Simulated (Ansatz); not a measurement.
## 2 structures of CaZn3: a ranking of polymorphs by energy, step by step

With Ansatz 0.2.0, Python API.

Notebook, run cell by cell (the value of a cell's last expression is shown):

```python
import warnings

import ansatz as az
import numpy as np
import spglib
```

```python
PHASES = {
    'I4/mmm': (
        [(-2.48299, 2.48299, 3.11673), (2.48299, -2.48299, 3.11673), (2.48299, 2.48299, -3.11673)],
        [
            ('Ca', (0.0, 0.0, 0.0)),
            ('Zn', (0.5, 0.5, 0.0)),
            ('Zn', (0.25, 0.75, 0.5)),
            ('Zn', (0.75, 0.25, 0.5)),
        ],
    ),
    'Pm-3m': (
        [(4.33484, 0.0, 0.0), (0.0, 4.33484, 0.0), (0.0, 0.0, 4.33484)],
        [
            ('Ca', (0.0, 0.0, 0.0)),
            ('Zn', (0.5, 0.5, 0.0)),
            ('Zn', (0.5, 0.0, 0.5)),
            ('Zn', (0.0, 0.5, 0.5)),
        ],
    ),
}
```

```python
def build(vectors, sites):
    crystal = az.Crystal(lattice=az.Lattice.of(vectors))
    for symbol, position in sites:
        crystal = crystal.atom(symbol, position)
    return crystal


def solve(name, crystal):
    calc = (
        crystal.calculation()
        .functional(az.Functional.PBESOL)
        .pseudopotentials('nc')
        .scf(extra_bands=8)
        .kpoints(spacing=0.26)
        .occupations('fermi_dirac', width=0.05)
        .stress()
        .band_table()
    )
    return calc.run()
```

```python
def volume_per_atom(outcome):
    return abs(np.linalg.det(outcome.lattice.cell_ang)) / len(outcome.lattice.sites)


def space_group(outcome):
    sites = outcome.report['lattice']['sites']
    kinds = sorted({site['symbol'] for site in sites})
    cell = (outcome.lattice.cell_ang, [site['position_frac'] for site in sites], [kinds.index(site['symbol']) for site in sites])
    return spglib.get_spacegroup(cell, symprec=0.01)


def pressure_gpa(outcome):
    return float(np.trace(outcome.report['stress_gpa']) / 3)
```

```python
warnings.simplefilter('ignore', az.DeckWarning)
```

```python
phases = {name: build(*cell) for name, cell in PHASES.items()}
```

```python
done = {name: solve(name, crystal) for name, crystal in phases.items()}
```

```python
energy = {name: o.report['energy_sigma0_ev'] / len(o.lattice.sites) for name, o in done.items()}
lowest = min(energy.values())
rows = [(name, len(o.lattice.sites), 1000 * (energy[name] - lowest), volume_per_atom(o), space_group(o), pressure_gpa(o)) for name, o in done.items()]
rows.sort(key=lambda row: row[2])
print('| phase | atoms | dE (meV/atom) | V (A^3/atom) | space group | P (GPa) |')
print('| --- | --- | --- | --- | --- | --- |')
for row in rows:
    print(f'| {row[0]} | {row[1]:d} | {row[2]:.1f} | {row[3]:.3f} | {row[4]} | {row[5]:.2f} |')
```

    | phase | atoms | dE (meV/atom) | V (A^3/atom) | space group | P (GPa) |
    | --- | --- | --- | --- | --- | --- |
    | I4/mmm | 4 | 0.0 | 19.215 | I4/mmm (139) | -3.85 |
    | Pm-3m | 4 | 55.7 | 20.364 | Pm-3m (221) | -3.02 |

By space group at the end of each run: I4/mmm (+0 meV an atom, 19.2 Å³) and Pm-3m (+56 meV an atom, 20.4 Å³).

Notes:
- These settings explore the input space; cutoff and mesh may be short of convergence.
- For the metals among these phases the mesh is modest: differences between phases can be off by up to 40 meV an atom.
- Pressure is positive in compression.
- The cells come from databases of deposited and of computed structures, and not all need be stable phases.
- The ranking holds among these structures alone, at zero temperature; the ground state may be another structure. Differences under about 40 meV an atom lie within the error of mesh and functional.
- It ran for 30 s on 1 thread of Arm Neoverse V2, on a shared host, peak memory 0.67 GiB.
